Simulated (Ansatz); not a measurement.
Geometry optimisation, DFT PBE, scalar-relativistic, plane waves, PAW (Ansatz 0.2.0).

input.yaml

```yaml
crystal:
  lattice:
    - [-2.455, 4.252185, 5.4]
    - [4.91, 0.0, 5.4]
    - [4.91, 8.504369, 0.0]
  atoms:
    - { symbol: Si, position: [0.09883336, 0.56783331, 0.95058337] }
    - { symbol: Si, position: [0.40116666, 0.93216667, 0.03391666] }
    - { symbol: Si, position: [1.0e-08, -1.0e-08, 0.26550001] }
    - { symbol: O, position: [0.31933327, 0.46933323, 0.96683341] }
    - { symbol: O, position: [0.18066675, 0.03066675, 0.11116663] }
    - { symbol: O, position: [0.92916657, 0.52616659, 0.11041669] }
    - { symbol: O, position: [0.56550008, 0.31250009, 0.14224995] }
    - { symbol: O, position: [0.93449991, 0.18749992, 0.33125003] }
    - { symbol: O, position: [0.57083341, 0.97383342, 0.08808328] }
    - { symbol: Si, position: [0.09883334, 0.56783332, 0.45058335] }
    - { symbol: Si, position: [0.40116667, 0.93216666, 0.53391668] }
    - { symbol: Si, position: [2.0e-08, -2.0e-08, 0.76550003] }
    - { symbol: O, position: [0.31933326, 0.46933324, 0.46683339] }
    - { symbol: O, position: [0.18066676, 0.03066674, 0.61116665] }
    - { symbol: O, position: [0.92916659, 0.52616658, 0.61041671] }
    - { symbol: O, position: [0.56550009, 0.31250007, 0.64224997] }
    - { symbol: O, position: [0.93449992, 0.18749991, 0.83125005] }
    - { symbol: O, position: [0.57083342, 0.97383341, 0.5880833] }
    - { symbol: Si, position: [0.59883333, 0.06783334, 0.20058333] }
    - { symbol: Si, position: [0.90116666, 0.43216667, 0.28391666] }
    - { symbol: Si, position: [0.50000001, 0.49999999, 0.51550001] }
    - { symbol: O, position: [0.81933324, 0.96933326, 0.21683336] }
    - { symbol: O, position: [0.68066675, 0.53066675, 0.36116662] }
    - { symbol: O, position: [0.42916659, 0.02616658, 0.36041671] }
    - { symbol: O, position: [0.06550009, 0.81250007, 0.39224997] }
    - { symbol: O, position: [0.43449993, 0.68749991, 0.58125006] }
    - { symbol: O, position: [0.07083342, 0.47383341, 0.3380833] }
    - { symbol: Si, position: [0.59883334, 0.06783332, 0.70058335] }
    - { symbol: Si, position: [0.90116667, 0.43216666, 0.78391668] }
    - { symbol: Si, position: [0.49999999, 0.50000001, 0.01549999] }
    - { symbol: O, position: [0.81933326, 0.96933324, 0.71683339] }
    - { symbol: O, position: [0.68066676, 0.53066674, 0.86116664] }
    - { symbol: O, position: [0.4291666, 0.02616657, 0.86041673] }
    - { symbol: O, position: [0.06550011, 0.81250006, 0.89224999] }
    - { symbol: O, position: [0.43449991, 0.68749992, 0.08125003] }
    - { symbol: O, position: [0.07083344, 0.47383339, 0.83808332] }
    - { symbol: Si, position: [0.63511438, 0.50744386, 0.18723512] }
basis:
  ecutwfc: 420.0
kpoints:
  mp_grid: { grid: [2, 2, 1] }
hamiltonian:
  xc: pbe
  pseudopotentials: { kind: paw, azcp: { folder: soft_1 } }
scf:
  occupations: { method: fermi_dirac, width: 0.05 }
  lower_state_search: "off"
relax:
  f_tol: 0.03
  max_steps: 60
  adjacent_minimum: "off"
output:
  write_density: true
  write_potential: true
  elf: true
  volumetric_format: npy
```

Command:

```bash
$ ansatz run input.yaml --threads 2 --pin off --max-ram 5120MiB --backend cpu --events-out ev --progress --plain --runs-dir out
```

**Question.** Where does it end, and by what steps?

**Answer.** The forces met the threshold. Limits of this set-up: coarse k mesh, a small cell, in which the defect meets its images. After 17 steps the energy has fallen by 8.556 eV; O35 moved furthest, 1.28 Å. Parted: O7–Si30 (1.58 → 2.53 Å), Si20–Si37 (2.28 → 3.00 Å), O23–Si37 (1.92 → 2.98 Å), O35–Si37 (1.96 → 3.32 Å).

```
step  energy less start (eV)  largest force component (eV/Å)  accepted
   0                  0.0000                           5.085       yes
   1                 -2.8472                           3.407       yes
   2                 -5.2408                           2.351       yes
   3                 -6.5958                           1.586       yes
   4                 -7.2849                           0.969       yes
   5                 -7.6058                           0.629       yes
   6                 -7.7415                           0.565       yes
   7                 -7.9001                           0.869       yes
   8                 -7.9210                           1.043       yes
   9                 -8.2033                           0.492       yes
  10                 -8.3264                           0.548       yes
  11                 -8.4069                           0.506       yes
  12                 -8.4804                           0.274       yes
  13                 -8.5290                           0.197       yes
  14                 -8.5488                           0.140       yes
  15                 -8.5445                           0.202        no
  16                 -8.5557                           0.032       yes
  17                 -8.5562                           0.022       yes
```

```xyz
37
Lattice="-2.4550 4.2522 5.4000 4.9100 0.0000 5.4000 4.9100 8.5044 0.0000" Properties=species:S:1:pos:R:3
Si 7.249 8.449 3.498
Si 3.955 1.908 7.400
Si 1.326 2.424 0.075
O 6.348 9.565 4.220
O 0.545 1.862 1.385
O 0.764 4.900 7.701
O 0.073 3.554 4.508
O 0.396 6.942 6.003
O 3.518 3.448 7.816
Si 4.665 4.328 3.718
Si 6.321 6.335 7.126
Si 3.770 6.419 -0.131
O 3.804 5.574 4.314
O 2.741 5.818 0.971
O 3.153 9.053 7.905
O 3.010 7.942 5.117
O 2.758 10.865 5.971
O 6.773 7.476 8.157
Si -0.551 4.504 3.348
Si 1.315 6.373 7.242
Si 3.769 6.609 5.580
O 3.603 5.690 9.577
O 2.912 6.160 6.904
O 0.692 5.096 2.480
O 5.557 3.815 4.982
O 5.289 6.938 6.026
O 3.669 3.166 3.119
Si 2.519 8.575 3.720
Si 3.753 10.356 7.149
Si 1.548 1.847 5.653
O 6.239 9.621 9.433
O 5.184 9.898 6.576
O 3.850 9.347 3.209
O 8.266 7.823 4.592
O 2.929 1.303 6.321
O 6.318 7.316 2.824
Si 1.480 4.109 5.282
```

Whether the end is a true minimum wasn't checked by a vibrational analysis.

The run took 2.7 min on 2 threads of Arm Neoverse V1, on a shared host, peak memory 0.98 GiB.
